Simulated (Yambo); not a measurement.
# BiTe (R-3m) in Yambo: notebook, part 2 of 2

Yambo 5.3.0. The steps go on from the part before.

### 3 G0W0 quasiparticle levels, PBE

File g0w05.in:

```
gw0
dyson
el_el_corr
rim_cut
HF_and_locXC
ppa
em1d
RandQpts= 1000000
RandGvec= 50 RL
EXXRLvcs= 90 Ry
VXCRLvcs= 90 Ry
Chimod= "HARTREE"
% BndsRnXp
 1 | 174 |
%
NGsBlkXp= 12 Ry
% LongDrXp
 1 | 1 | 1 |
%
PPAPntXp= 27.21138 eV
% GbndRnge
 1 | 174 |
%
GTermKind= "BG"
DysSolver= "n"
ExtendOut
% QPkrange
 1 | 1 | 23 | 27 |
 6 | 6 | 23 | 27 |
 13 | 13 | 23 | 27 |
%
```

File scf.in:

```
&CONTROL
  calculation = 'scf'
  prefix = 'pwscf'
  outdir = './tmp'
  pseudo_dir = './pseudo'
/
&SYSTEM
  ibrav = 0
  nat = 2
  ntyp = 2
  ecutwfc = 90
  nbnd = 33
  occupations = 'smearing'
  smearing = 'fd'
  degauss = 0.00367493
  force_symmorphic = .true.
/
&ELECTRONS
  conv_thr = 4d-10
  electron_maxstep = 120
  mixing_beta = 0.5
/
ATOMIC_SPECIES
Bi   208.9804 Bi.upf
Te   127.6000 Te.upf
CELL_PARAMETERS angstrom
   2.4227077728    1.3987509848    3.3172919545
  -2.4227077728    1.3987509848    3.3172919545
   0.0000000000   -2.7975019696    3.3172919545
ATOMIC_POSITIONS crystal
Bi     0.5000000000    0.5000000000    0.5000000000
Te     0.0000000000    0.0000000000    0.0000000000
K_POINTS automatic
8 8 8 0 0 0
```

File nscf.in:

```
&CONTROL
  calculation = 'nscf'
  prefix = 'pwscf'
  outdir = './tmp'
  pseudo_dir = './pseudo'
/
&SYSTEM
  ibrav = 0
  nat = 2
  ntyp = 2
  ecutwfc = 90
  nbnd = 174
  occupations = 'smearing'
  smearing = 'fd'
  degauss = 0.00367493
  force_symmorphic = .true.
/
&ELECTRONS
  conv_thr = 1d-08
  diago_full_acc = .true.
  diago_thr_init = 1d-06
/
ATOMIC_SPECIES
Bi   208.9804 Bi.upf
Te   127.6000 Te.upf
CELL_PARAMETERS angstrom
   2.4227077728    1.3987509848    3.3172919545
  -2.4227077728    1.3987509848    3.3172919545
   0.0000000000   -2.7975019696    3.3172919545
ATOMIC_POSITIONS crystal
Bi     0.5000000000    0.5000000000    0.5000000000
Te     0.0000000000    0.0000000000    0.0000000000
K_POINTS automatic
4 4 4 0 0 0
```

Potentials or basis: PseudoDojo 0.4 SR PBE stringent.

Command:

```
$ OMP_NUM_THREADS=1 pw.x -in scf.in > scf.out
$ OMP_NUM_THREADS=1 pw.x -in nscf.in > nscf.out
$ cd tmp/pwscf.save; p2y; mv SAVE ../..; cd ../..
$ OMP_NUM_THREADS=1 yambo
$ mkdir -p g0w05; ln -s $PWD/g0w00/ndb.pp* g0w05/
$ mkdir -p g0w05; ln -s $PWD/g0w00/ndb.RIM g0w05/
$ OMP_NUM_THREADS=1 yambo -F g0w05.in -J g0w05 -C g0w05_out
```

Yambo's report:

```text
[... sections 02.01 to 02.04 as in the set-up run ...]

  [02.05] Energies & Occupations
  ==============================

  [X] === General ===
  [X] Electronic Temperature                        :  0.258693E-1   300.200    [eV K]
  [X] Bosonic    Temperature                        :  0.258606E-1   300.100    [eV K]
  [X] Finite Temperature mode                       : yes
  [X] El. density                                   :  0.69682E+24 [cm-3]
  [X] Fermi Level                                   :  11.67022 [eV]

  [X] === Gaps and Widths ===
  [X] Conduction Band Min                           :  11.67022 [eV]
  [X] Valence Band Max                              :  11.67022 [eV]
  [X] Filled Bands                                  :  23
  [X] Metallic Bands                                :  24  26
  [X] Empty Bands                                   :   27  174

  [X] === Metallic Characters ===
  [X] N of el / N of met el                         :  47.00000   1.46155
  [X] Average metallic occ.                         :  0.121796

  [WARNING] [X] Metallic system

 [03] Transferred momenta grid and indexing
 ==========================================

 IBZ Q-points                                      :  13
 BZ  Q-points                                      :   64

 K/Q-points units:
 rlu = crystal or reduced units; cc = cartesian coordinates; iku = interal k-units

 Q [ 1]         [rlu]:  0.000000  0.000000  0.000000
 Q [ 2]         [rlu]:  0.16349E-16  0.16349E-16  0.25000
 Q [ 3]         [rlu]: -0.32698E-16 -0.32698E-16 -0.50000
[... 220 lines left out ...]
   B=24 Eo=  1.78 E=  1.42 E-Eo= -0.36 Re(Z)=0.78 Im(Z)=-0.189180E-2 nlXC= -8.72166 lXC= -12.3370 So= -4.07481
   B=25 Eo=  2.42 E=  2.13 E-Eo= -0.29 Re(Z)=0.77 Im(Z)=-0.160807E-2 nlXC= -8.22582 lXC= -12.4062 So= -4.54945
   B=26 Eo=  2.42 E=  2.13 E-Eo= -0.29 Re(Z)=0.77 Im(Z)=-0.156204E-2 nlXC= -8.22578 lXC= -12.4062 So= -4.55257
   B=27 Eo=  4.00 E=  3.54 E-Eo= -0.46 Re(Z)=0.79 Im(Z)=-0.561107E-3 nlXC= -4.95140 lXC= -8.91367 So= -4.53797

  QP [eV] @ K [6] (iku): -0.171156  0.296451  0.000000
   B=23 Eo= -1.78 E= -2.19 E-Eo= -0.41 Re(Z)=0.78 Im(Z)=-0.200513E-2 nlXC= -13.3295 lXC= -12.4025 So= 0.404136
   B=24 Eo=  0.01 E= -0.42 E-Eo= -0.43 Re(Z)=0.79 Im(Z)=-0.150284E-2 nlXC= -10.4094 lXC= -11.8068 So= -1.94406
   B=25 Eo=  0.07 E= -0.27 E-Eo= -0.34 Re(Z)=0.79 Im(Z)=-0.146624E-2 nlXC= -9.76082 lXC= -12.2117 So= -2.88468
   B=26 Eo=  3.09 E=  2.83 E-Eo= -0.27 Re(Z)=0.77 Im(Z)=-0.182888E-2 nlXC= -8.70957 lXC= -12.9522 So= -4.58837
   B=27 Eo=  6.14 E=  5.70 E-Eo= -0.44 Re(Z)=0.78 Im(Z)= 0.590804E-2 nlXC= -4.54171 lXC= -9.12360 So= -5.14849

  QP [eV] @ K [13] (iku):  0.000000  0.000000 -0.500000
   B=23 Eo= -2.33 E= -2.82 E-Eo= -0.49 Re(Z)=0.78 Im(Z)=-0.108557E-2 nlXC= -13.5921 lXC= -11.9792 So= 0.987089
   B=24 Eo= -1.65 E= -2.12 E-Eo= -0.47 Re(Z)=0.78 Im(Z)=-0.133134E-2 nlXC= -11.2282 lXC= -10.6362 So=-0.109576E-1
   B=25 Eo= -1.35 E= -1.82 E-Eo= -0.47 Re(Z)=0.79 Im(Z)=-0.205230E-2 nlXC= -11.4074 lXC= -11.0238 So=-0.207681
   B=26 Eo= -1.35 E= -1.82 E-Eo= -0.47 Re(Z)=0.79 Im(Z)=-0.281629E-2 nlXC= -11.4074 lXC= -11.0238 So=-0.209317
   B=27 Eo=  7.89 E=  7.42 E-Eo= -0.47 Re(Z)=0.76 Im(Z)=-0.035408 nlXC=-4.785410 lXC=-9.785113 So=-5.616727

  [WR./g0w05//ndb.QP]-------------------------------------------------------------
   Lattice constants                                :  6.268773  6.268773  6.268773
   Coulomb cutoff potential                         : none
   Electronic Temperature                           :  300.2000 [K]
   Bosonic    Temperature                           :  300.1000 [K]
   Green`s function   energies                      : Perdew, Burke & Ernzerhof(X)+Perdew, Burke & Ernzerhof(C)
   wavefunctions                                    : Perdew, Burke & Ernzerhof(X)+Perdew, Burke & Ernzerhof(C)
   PPA    diel. fun.  energies                      : Perdew, Burke & Ernzerhof(X)+Perdew, Burke & Ernzerhof(C)
   wavefunctions                                    : Perdew, Burke & Ernzerhof(X)+Perdew, Burke & Ernzerhof(C)
   QP tot states                                    :  15
   GW solver                                        : Newton
   GW approximation                                 : PPA
   PPA imaginary Energy                             :  27.21138 ev
   RIM G`s                                          :   51
   RIM random pts                                   :  1000000
   dS/dw steps                                      :  2
   dS/dw step                                       :  0.100000 ev
   X G`s                                            :   337 used
   X G`s                                            :   337 disk
   X bands                                          :    1  174
   X poles                                          :  100.0000 o/o
   X e/h E range                                    : -1.000000 -1.000000 ev
   X Hxc Kernel                                     : HARTREE
   X BZ energy Double Grid                          : no
   X Optical Averaged directions                    : none
   Sc/G bands                                       :    1  174
   Sc/G damping                                     :  0.100000 ev
   Sc bands terminator                              : yes
   Sc terminator kind                               : BG
   Sc Terminator pole                               :  40.81708
   Sx RL components                                 :   6607

   QP @ state[ 1 ] K range                          :  1  1
   QP @ state[ 1 ] b range                          :  23  27
   QP @ state[ 2 ] K range                          :   6   6
   QP @ state[ 2 ] b range                          :  23  27
   QP @ state[ 3 ] K range                          :  13  13
   QP @ state[ 3 ] b range                          :  23  27
   GF energies kind                                 : Perdew, Burke & Ernzerhof(X)+Perdew, Burke & Ernzerhof(C)
   GF WF`s kind                                     : Perdew, Burke & Ernzerhof(X)+Perdew, Burke & Ernzerhof(C)
   Xs energies kind                                 : Perdew, Burke & Ernzerhof(X)+Perdew, Burke & Ernzerhof(C)
   Xs WF`s kind                                     : Perdew, Burke & Ernzerhof(X)+Perdew, Burke & Ernzerhof(C)
```

Results:

```yaml
Band_gap_on_the_k_mesh_mean-field_level: none (metal or under the smearing width)
```

Quasiparticle terms (eV):
| k point | band | Kohn-Sham level | Vxc | Σx | Σc | Z | result |
| --- | --- | --- | --- | --- | --- | --- | --- |
| (0.000, 0.000, 0.000) | 23 | -1.71 | -12.51 | -14.33 | 1.17 | 0.78 | -2.21 |
| (0.000, 0.000, 0.000) | 24 | 1.78 | -12.34 | -8.72 | -4.07 | 0.78 | 1.42 |
| (0.000, 0.000, 0.000) | 25 | 2.42 | -12.41 | -8.23 | -4.55 | 0.77 | 2.13 |
| (0.000, 0.000, 0.000) | 26 | 2.42 | -12.41 | -8.23 | -4.55 | 0.77 | 2.13 |
| (0.000, 0.000, 0.000) | 27 | 4.00 | -8.91 | -4.95 | -4.54 | 0.79 | 3.54 |
| (0.000, 0.250, -0.250) | 23 | -1.78 | -12.40 | -13.33 | 0.40 | 0.78 | -2.19 |
| (0.000, 0.250, -0.250) | 24 | 0.01 | -11.81 | -10.41 | -1.94 | 0.79 | -0.42 |
| (0.000, 0.250, -0.250) | 25 | 0.07 | -12.21 | -9.76 | -2.88 | 0.79 | -0.27 |
| (0.000, 0.250, -0.250) | 26 | 3.09 | -12.95 | -8.71 | -4.59 | 0.77 | 2.83 |
| (0.000, 0.250, -0.250) | 27 | 6.14 | -9.12 | -4.54 | -5.15 | 0.78 | 5.70 |
| (-0.500, -0.500, -0.500) | 23 | -2.33 | -11.98 | -13.59 | 0.99 | 0.78 | -2.82 |
| (-0.500, -0.500, -0.500) | 24 | -1.65 | -10.64 | -11.23 | -0.01 | 0.78 | -2.12 |
| (-0.500, -0.500, -0.500) | 25 | -1.35 | -11.02 | -11.41 | -0.21 | 0.79 | -1.82 |
| (-0.500, -0.500, -0.500) | 26 | -1.35 | -11.02 | -11.41 | -0.21 | 0.79 | -1.82 |
| (-0.500, -0.500, -0.500) | 27 | 7.89 | -9.79 | -4.79 | -5.62 | 0.76 | 7.42 |

Caveat: the k mesh is coarse (spacing up to 0.41 Å⁻¹), so the values aren't converged; the plasmon-pole model is rough for a metal; the ground state has no gap, which makes the many-body step unreliable; this version prints the column dSc/dw multiplied by 27.2; the terminator is approximate in this version, by hundredths of an eV; spin-orbit coupling is left out, which moves the levels of the heavy elements.

### 4 G0W0 quasiparticle levels, PBE

File g0w06.in:

```
gw0
dyson
el_el_corr
rim_cut
HF_and_locXC
ppa
em1d
RandQpts= 1000000
RandGvec= 50 RL
EXXRLvcs= 90 Ry
VXCRLvcs= 90 Ry
Chimod= "HARTREE"
% BndsRnXp
 1 | 174 |
%
NGsBlkXp= 12 Ry
% LongDrXp
 1 | 1 | 1 |
%
PPAPntXp= 27.21138 eV
% GbndRnge
 1 | 54 |
%
GTermKind= "BG"
DysSolver= "n"
ExtendOut
% QPkrange
 1 | 1 | 23 | 27 |
 6 | 6 | 23 | 27 |
 13 | 13 | 23 | 27 |
%
```

scf.in is that of step 3.

nscf.in is that of step 3.

Potentials or basis: PseudoDojo 0.4 SR PBE stringent.

Command:

```
$ OMP_NUM_THREADS=1 pw.x -in scf.in > scf.out
$ OMP_NUM_THREADS=1 pw.x -in nscf.in > nscf.out
$ cd tmp/pwscf.save; p2y; mv SAVE ../..; cd ../..
$ OMP_NUM_THREADS=1 yambo
$ mkdir -p g0w06; ln -s $PWD/g0w00/ndb.pp* g0w06/
$ mkdir -p g0w06; ln -s $PWD/g0w00/ndb.RIM g0w06/
$ OMP_NUM_THREADS=1 yambo -F g0w06.in -J g0w06 -C g0w06_out
```

Yambo's report:

```text
[... sections 02.01 to 02.04 as in the set-up run ...]

  [02.05] Energies & Occupations
  ==============================

  [X] === General ===
  [X] Electronic Temperature                        :  0.258693E-1   300.200    [eV K]
  [X] Bosonic    Temperature                        :  0.258606E-1   300.100    [eV K]
  [X] Finite Temperature mode                       : yes
  [X] El. density                                   :  0.69682E+24 [cm-3]
  [X] Fermi Level                                   :  11.67022 [eV]

  [X] === Gaps and Widths ===
  [X] Conduction Band Min                           :  11.67022 [eV]
  [X] Valence Band Max                              :  11.67022 [eV]
  [X] Filled Bands                                  :  23
  [X] Metallic Bands                                :  24  26
  [X] Empty Bands                                   :   27  174

  [X] === Metallic Characters ===
  [X] N of el / N of met el                         :  47.00000   1.46155
  [X] Average metallic occ.                         :  0.121796

  [WARNING] [X] Metallic system

 [03] Transferred momenta grid and indexing
 ==========================================

 IBZ Q-points                                      :  13
 BZ  Q-points                                      :   64

 K/Q-points units:
 rlu = crystal or reduced units; cc = cartesian coordinates; iku = interal k-units

 Q [ 1]         [rlu]:  0.000000  0.000000  0.000000
 Q [ 2]         [rlu]:  0.16349E-16  0.16349E-16  0.25000
 Q [ 3]         [rlu]: -0.32698E-16 -0.32698E-16 -0.50000
 Q [ 4]         [rlu]:  0.88209E-16  0.25000      0.25000
[... 220 lines left out ...]
   B=25 Eo=  2.42 E=  2.18 E-Eo= -0.24 Re(Z)=0.78 Im(Z)=-0.161535E-2 nlXC= -8.22582 lXC= -12.4062 So= -4.48412
   B=26 Eo=  2.42 E=  2.18 E-Eo= -0.24 Re(Z)=0.78 Im(Z)=-0.156858E-2 nlXC= -8.22578 lXC= -12.4062 So= -4.48839
   B=27 Eo=  4.00 E=  3.60 E-Eo= -0.40 Re(Z)=0.80 Im(Z)=-0.550889E-3 nlXC= -4.95140 lXC= -8.91367 So= -4.46344

  QP [eV] @ K [6] (iku): -0.171156  0.296451  0.000000
   B=23 Eo= -1.78 E= -2.16 E-Eo= -0.38 Re(Z)=0.79 Im(Z)=-0.201692E-2 nlXC= -13.3295 lXC= -12.4025 So= 0.449202
   B=24 Eo=  0.01 E= -0.38 E-Eo= -0.39 Re(Z)=0.79 Im(Z)=-0.150821E-2 nlXC= -10.4094 lXC= -11.8068 So= -1.89021
   B=25 Eo=  0.07 E= -0.23 E-Eo= -0.30 Re(Z)=0.79 Im(Z)=-0.147114E-2 nlXC= -9.76082 lXC= -12.2117 So= -2.83057
   B=26 Eo=  3.09 E=  2.88 E-Eo= -0.22 Re(Z)=0.77 Im(Z)=-0.184056E-2 nlXC= -8.70957 lXC= -12.9522 So= -4.52249
   B=27 Eo=  6.14 E=  5.76 E-Eo= -0.37 Re(Z)=0.78 Im(Z)= 0.602101E-2 nlXC= -4.54171 lXC= -9.12360 So= -5.05914

  QP [eV] @ K [13] (iku):  0.000000  0.000000 -0.500000
   B=23 Eo= -2.33 E= -2.79 E-Eo= -0.46 Re(Z)=0.79 Im(Z)=-0.108608E-2 nlXC= -13.5921 lXC= -11.9792 So=  1.02896
   B=24 Eo= -1.65 E= -2.09 E-Eo= -0.44 Re(Z)=0.79 Im(Z)=-0.133396E-2 nlXC= -11.2282 lXC= -10.6362 So= 0.335751E-1
   B=25 Eo= -1.35 E= -1.78 E-Eo= -0.43 Re(Z)=0.79 Im(Z)=-0.206322E-2 nlXC= -11.4074 lXC= -11.0238 So=-0.157152
   B=26 Eo= -1.35 E= -1.78 E-Eo= -0.43 Re(Z)=0.79 Im(Z)=-0.283593E-2 nlXC= -11.4074 lXC= -11.0238 So=-0.160087
   B=27 Eo=  7.89 E=  7.50 E-Eo= -0.39 Re(Z)=0.77 Im(Z)=-0.036051 nlXC=-4.785410 lXC=-9.785113 So=-5.509884

  [WR./g0w06//ndb.QP]-------------------------------------------------------------
   Lattice constants                                :  6.268773  6.268773  6.268773
   Coulomb cutoff potential                         : none
   Electronic Temperature                           :  300.2000 [K]
   Bosonic    Temperature                           :  300.1000 [K]
   Green`s function   energies                      : Perdew, Burke & Ernzerhof(X)+Perdew, Burke & Ernzerhof(C)
   wavefunctions                                    : Perdew, Burke & Ernzerhof(X)+Perdew, Burke & Ernzerhof(C)
   PPA    diel. fun.  energies                      : Perdew, Burke & Ernzerhof(X)+Perdew, Burke & Ernzerhof(C)
   wavefunctions                                    : Perdew, Burke & Ernzerhof(X)+Perdew, Burke & Ernzerhof(C)
   QP tot states                                    :  15
   GW solver                                        : Newton
   GW approximation                                 : PPA
   PPA imaginary Energy                             :  27.21138 ev
   RIM G`s                                          :   51
   RIM random pts                                   :  1000000
   dS/dw steps                                      :  2
   dS/dw step                                       :  0.100000 ev
   X G`s                                            :   337 used
   X G`s                                            :   337 disk
   X bands                                          :    1  174
   X poles                                          :  100.0000 o/o
   X e/h E range                                    : -1.000000 -1.000000 ev
   X Hxc Kernel                                     : HARTREE
   X BZ energy Double Grid                          : no
   X Optical Averaged directions                    : none
   Sc/G bands                                       :    1   54
   Sc/G damping                                     :  0.100000 ev
   Sc bands terminator                              : yes
   Sc terminator kind                               : BG
   Sc Terminator pole                               :  40.81708
   Sx RL components                                 :   6607

   QP @ state[ 1 ] K range                          :  1  1
   QP @ state[ 1 ] b range                          :  23  27
   QP @ state[ 2 ] K range                          :   6   6
   QP @ state[ 2 ] b range                          :  23  27
   QP @ state[ 3 ] K range                          :  13  13
   QP @ state[ 3 ] b range                          :  23  27
   GF energies kind                                 : Perdew, Burke & Ernzerhof(X)+Perdew, Burke & Ernzerhof(C)
   GF WF`s kind                                     : Perdew, Burke & Ernzerhof(X)+Perdew, Burke & Ernzerhof(C)
   Xs energies kind                                 : Perdew, Burke & Ernzerhof(X)+Perdew, Burke & Ernzerhof(C)
   Xs WF`s kind                                     : Perdew, Burke & Ernzerhof(X)+Perdew, Burke & Ernzerhof(C)
```

What came out:

* Band gap on the k mesh, mean-field level: none (metal or under the smearing width)

Quasiparticle terms (eV):
| k point | band | Kohn-Sham level | Vxc | Σx | Σc | Z | result |
| --- | --- | --- | --- | --- | --- | --- | --- |
| (0.000, 0.000, 0.000) | 23 | -1.71 | -12.51 | -14.33 | 1.22 | 0.78 | -2.17 |
| (0.000, 0.000, 0.000) | 24 | 1.78 | -12.34 | -8.72 | -4.01 | 0.78 | 1.47 |
| (0.000, 0.000, 0.000) | 25 | 2.42 | -12.41 | -8.23 | -4.48 | 0.78 | 2.18 |
| (0.000, 0.000, 0.000) | 26 | 2.42 | -12.41 | -8.23 | -4.49 | 0.78 | 2.18 |
| (0.000, 0.000, 0.000) | 27 | 4.00 | -8.91 | -4.95 | -4.46 | 0.80 | 3.60 |
| (0.000, 0.250, -0.250) | 23 | -1.78 | -12.40 | -13.33 | 0.45 | 0.79 | -2.16 |
| (0.000, 0.250, -0.250) | 24 | 0.01 | -11.81 | -10.41 | -1.89 | 0.79 | -0.38 |
| (0.000, 0.250, -0.250) | 25 | 0.07 | -12.21 | -9.76 | -2.83 | 0.79 | -0.23 |
| (0.000, 0.250, -0.250) | 26 | 3.09 | -12.95 | -8.71 | -4.52 | 0.77 | 2.88 |
| (0.000, 0.250, -0.250) | 27 | 6.14 | -9.12 | -4.54 | -5.06 | 0.78 | 5.76 |
| (-0.500, -0.500, -0.500) | 23 | -2.33 | -11.98 | -13.59 | 1.03 | 0.79 | -2.79 |
| (-0.500, -0.500, -0.500) | 24 | -1.65 | -10.64 | -11.23 | 0.03 | 0.79 | -2.09 |
| (-0.500, -0.500, -0.500) | 25 | -1.35 | -11.02 | -11.41 | -0.16 | 0.79 | -1.78 |
| (-0.500, -0.500, -0.500) | 26 | -1.35 | -11.02 | -11.41 | -0.16 | 0.79 | -1.78 |
| (-0.500, -0.500, -0.500) | 27 | 7.89 | -9.79 | -4.79 | -5.51 | 0.77 | 7.50 |

Caveat: the k mesh is coarse (spacing up to 0.41 Å⁻¹), so the values aren't converged; the plasmon-pole model is rough for a metal; the ground state has no gap, which makes the many-body step unreliable; this version prints the column dSc/dw multiplied by 27.2; the terminator is approximate in this version, by hundredths of an eV; spin-orbit coupling is left out, which moves the levels of the heavy elements.

### 5 Summary

```tsv
task	states corrected	bands corrected (first, last)	direction of the field or of q to 0	broadening	frequency dependence of W	other keys	gap on the mesh (eV)
Hartree-Fock levels	all k points	[23, 28]	-	-	-	-	none
G0W0 quasiparticle levels	Γ and the k points of the band edges	[23, 27]	x + y + z	0.1 eV	plasmon pole	-	none
G0W0 quasiparticle levels	Γ and the k points of the band edges	[23, 27]	x + y + z	0.1 eV	plasmon pole	several, not listed	none
```

Alike in all rows: level PBE; potentials or basis PseudoDojo 0.4 SR PBE stringent; no spin polarisation; cell as given; k mesh 4 × 4 × 4; cutoff (eV) 1225; smearing fermi-dirac 0.05 eV; the mesh is coarse, so values aren't converged.

Caveats: all runs use coarse meshes; the ground state has no gap, which makes the many-body step unreliable; spin-orbit coupling is left out, which moves the levels of the heavy elements; the plasmon-pole model is rough for a metal (some runs); this version prints the column dSc/dw multiplied by 27.2 (some runs); the terminator is approximate in this version, by hundredths of an eV (some runs).

Absolute energies hang on the potentials; compare differences alone.
